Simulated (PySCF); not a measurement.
# C3H9BO: the cost of one run

The runs use PySCF 2.14.0, with density-fitted response routines of our own; the level of theory stands in each step. All values are computed, except where a source is named. Atoms are numbered from 0 throughout.

## 1. Starting geometry

14 atoms, charge 0, multiplicity 1; geometry from: GFN2-xTB. The atoms were then displaced at random by about 0.01 Å, so the start is not that level's minimum.

Bonds of the start (Å): B0–O1 1.31, O1–C2 1.40, C2–C3 1.57, C3–C4 1.50, B0–H5 1.19, B0–H6 1.17, C2–H7 1.11, C2–H8 1.07, C3–H9 1.10, C3–H10 1.11, C4–H11 1.07, C4–H12 1.10, C4–H13 1.08.

## 2. Geometry optimisation at PBE0-D3(BJ)/def2-SVP

The job: settings as JSON, then the geometry in Å.

```
{"job": {"xc": "PBE0", "basis": "def2-SVP", "d3": "d3bj", "grid": 1, "shake": 0.01, "kind": "geom"}, "charge": 0, "multiplicity": 1}
B     -2.578710    -0.467810     0.750690
O     -1.570920     0.332350     1.002700
C     -0.447430     0.462460     0.175420
C      0.840320    -0.083450     0.895810
C      2.062710     0.085210     0.049730
H     -3.455210    -0.431060     1.548500
H     -2.658950    -1.100150    -0.234910
H     -0.275340     1.538880    -0.027540
H     -0.577940    -0.056760    -0.748490
H      0.914860     0.430350     1.863490
H      0.635650    -1.147760     1.119940
H      1.978370    -0.432540    -0.881120
H      2.212880     1.155170    -0.158000
H      2.912550    -0.299970     0.596210
```

The run is started by

```sh
$ OMP_NUM_THREADS=1 python probes_run.py task.json out
```

This one command runs all jobs of the session in turn.

Q: Estimate the wall time and peak memory of this first job on 1 thread of Arm Neoverse V1, shared host.

About 41 s, with a peak of 0.48 GiB.
